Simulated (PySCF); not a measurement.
# C2H4ClF3Si: the cost of one run

The runs use PySCF 2.14.0, with density-fitted response routines of our own; the level of theory stands in each step. All values are computed, except where a source is named. Atoms are numbered from 0 throughout.

**1. The molecule as given**

11 atoms, charge 0, multiplicity 1; geometry from: GFN2-xTB. The atoms were then displaced at random by about 0.01 Å, so the start is not that level's minimum.

Bonds of the start (Å): F0–C1 1.36, C1–F2 1.36, C1–C3 1.55, C3–F4 1.39, C3–Si5 1.91, Si5–Cl6 2.00, C1–H7 1.08, C3–H8 1.13, Si5–H9 1.44, Si5–H10 1.47.

**2. Relaxing the molecule at PBE0-D3(BJ)/def2-SVP**

The job: settings as JSON, then the geometry in Å.

```
{"job": {"xc": "PBE0", "basis": "def2-SVP", "d3": "d3bj", "grid": 1, "shake": 0.01, "kind": "geom"}, "charge": 0, "multiplicity": 1}
F     -0.833880    -0.073250    -1.662430
C     -1.352690    -0.090620    -0.405530
F     -1.961930     1.112420    -0.220000
C     -0.213870    -0.284570     0.623020
F     -0.172480    -1.642910     0.907660
Si     1.477820     0.385210     0.042880
Cl     2.301580    -0.929850    -1.212250
H     -2.103300    -0.864010    -0.371300
H     -0.581610     0.202690     1.569970
H      1.220560     1.669220    -0.566600
H      2.257900     0.489840     1.278910
```

Started as:

```sh
$ OMP_NUM_THREADS=1 python probes_run.py task.json out
```

The driver reads the jobs from task.json and runs them one after another.

**Question.** How long does this first job take on 1 thread of Arm Neoverse V1, shared host, and how much memory does it need?

About 62 s, with a peak of 0.54 GiB.
